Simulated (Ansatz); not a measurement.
**ClFH4SSi2: geometry optimisation**

The task is to find a stationary geometry of ClFH4SSi2.

Method: RKS PBE0-D4/def2-TZVP; program: Ansatz 0.2.0, Gaussian basis.

Levels to be run: relaxation at PBE0-D4/def2-TZVP.

1 further run of the same task is left out (set aside as unsound or not needed).

## Step 1: Starting geometry

SMILES `F[SiH2]S[SiH2]Cl`, 9 atoms, charge 0, spin multiplicity 1.

Atoms are counted from 1 here; the program's logs count them from 0.

Bond lengths: F1–Si2 1.608 Å, Si2–S3 2.139 Å, Si2–H6 1.447 Å, Si2–H7 1.443 Å, S3–Si4 2.155 Å, Si4–Cl5 2.008 Å, Si4–H8 1.452 Å, Si4–H9 1.450 Å. Angles: F1–Si2–S3 108.0°, F1–Si2–H6 104.4°, F1–Si2–H7 107.3°, S3–Si2–H6 111.8°, S3–Si2–H7 105.8°, H6–Si2–H7 119.0°, Si2–S3–Si4 104.0°, S3–Si4–Cl5 110.8°, S3–Si4–H8 108.9°, S3–Si4–H9 102.2°, Cl5–Si4–H8 109.2°, Cl5–Si4–H9 111.0°, H8–Si4–H9 114.6°.

Coordinates:

```xyz
9
ClFH4SSi2
F    -0.9248    0.9012    1.6965
Si   -1.1114   -0.5980    1.1455
S    -0.8467   -0.5597   -0.9771
Si    0.9772    0.5528   -1.2562
Cl    2.5422   -0.4356   -0.4777
H    -0.0691   -1.3566    1.8035
H    -2.4894   -0.9665    1.3628
H     0.8477    1.8398   -0.5963
H     1.0744    0.6227   -2.7009
```

The start is a GFN2-xTB geometry.

## Step 2: Relaxation at PBE0-D4/def2-TZVP

in.yaml

```yaml
crystal:
  periodic: [false, false, false]
  atoms:
    - {symbol: F, position_ang: [-0.924840, 0.901180, 1.696470]}
    - {symbol: Si, position_ang: [-1.111400, -0.598050, 1.145540]}
    - {symbol: S, position_ang: [-0.846740, -0.559670, -0.977150]}
    - {symbol: Si, position_ang: [0.977220, 0.552770, -1.256170]}
    - {symbol: Cl, position_ang: [2.542190, -0.435650, -0.477700]}
    - {symbol: H, position_ang: [-0.069100, -1.356580, 1.803460]}
    - {symbol: H, position_ang: [-2.489390, -0.966480, 1.362770]}
    - {symbol: H, position_ang: [0.847690, 1.839810, -0.596310]}
    - {symbol: H, position_ang: [1.074370, 0.622670, -2.700910]}
basis:
  gaussian: {orbitals: def2-TZVP}
hamiltonian: {xc: pbe0, dispersion: d4}
relax: {f_tol: 0.005, max_steps: 150}
```

On the command line:

```console
$ ansatz run in.yaml --threads 2 --pin off --events-out ev --progress --plain --max-ram 22528MiB --backend cuda --devices 0, --max-vram 18GiB
```

Before running them: what should the planned runs give, taken together? Wanted: point group; shift from the start; total energy; dispersion term; dipole moment.

As calculated:

| quantity | value |
| --- | --- |
| point group | C1 |
| steps | 25 |
| shift from the start (rms) | 0.546 Å |
| total energy | -41885.5282 eV |
| dispersion term | -249 meV |
| dipole moment | 0.13 D |

**Reading.** The relaxed geometry lies 0.55 Å (rms) from the start; the bond that changed most is Si4–Cl5, from 2.008 to 2.050 Å. No vibrations were run, so it is not proven to be a minimum. The largest Mulliken charge, +0.47 e, sits on Si2.
